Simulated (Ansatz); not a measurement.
# LaZn: a relaxation

Wanted: a converged relaxation for LaZn, and a check of what comes out. The structure is shown as the input types it.

Computed with Ansatz 0.2.0 (DFT, LDA, PAW with Ansatz's default frozen-core files, scalar-relativistic; relaxation of cell and atoms, unless a step's input says otherwise).

1 further run of the same task is left out (set aside as unsound or not needed).

**1. The system as given**

The structure is cubic, space group Pm-3m (No. 221). Conventional cell: a = 3.750 Å, b = 3.750 Å, c = 3.750 Å, α = 90.00°, β = 90.00°, γ = 90.00°. La (site symmetry m-3m) has 8 Zn at 3.25 Å as nearest neighbours. Zn (site symmetry m-3m) has 8 La at 3.25 Å as nearest neighbours.

Coordinates:

```xyz
2
Lattice="3.7500 0.0000 0.0000 0.0000 3.7500 0.0000 0.0000 0.0000 3.7500" Properties=species:S:1:pos:R:3 pbc="T T T"
La    1.8750    1.8750    1.8750
Zn    0.0000    0.0000    0.0000
```

**2. Running it**

File input.yaml:

```yaml
crystal:
  lattice:
    - [3.75, 0.0, 0.0]
    - [0.0, 3.75, 0.0]
    - [0.0, 0.0, 3.75]
  atoms:
    - { symbol: La, position: [0.5, 0.5, 0.5] }
    - { symbol: Zn, position: [0.0, 0.0, 0.0] }
kpoints:
  mp_grid: { grid: [12, 12, 12] }
scf:
  occupations: { method: fermi_dirac, width: 0.3 }
  n_extra_bands: 0
  max_iter: 50
hamiltonian:
  xc: lda
  pseudopotentials: { kind: paw }
relax:
  f_tol: 0.002
  max_steps: 80
  cell: {}
output:
  forces: true
  stress: true
```

Run with:

```sh
> ansatz run input.yaml --threads 1 --pin off --max-ram 2560MiB --backend cpu --events-out ev --progress --plain --runs-dir out
```

**Question.** How will this run end, and is anything wrong with its input?

The program refused the input before any cycle. The line that matters: «inconsistent input (scf.n_extra_bands, scf.occupations.method): n_bands = 12 leaves no empty band above the 12 bands per channel that the deck's 23 electrons occupy ...»

The suspect setting: scf.occupations.width is 0.3; scf.n_extra_bands is 0. There are no spare bands for the search of the Fermi level.

What to do: delete scf.n_extra_bands (the default then holds) and set scf.occupations.width to 0.05.
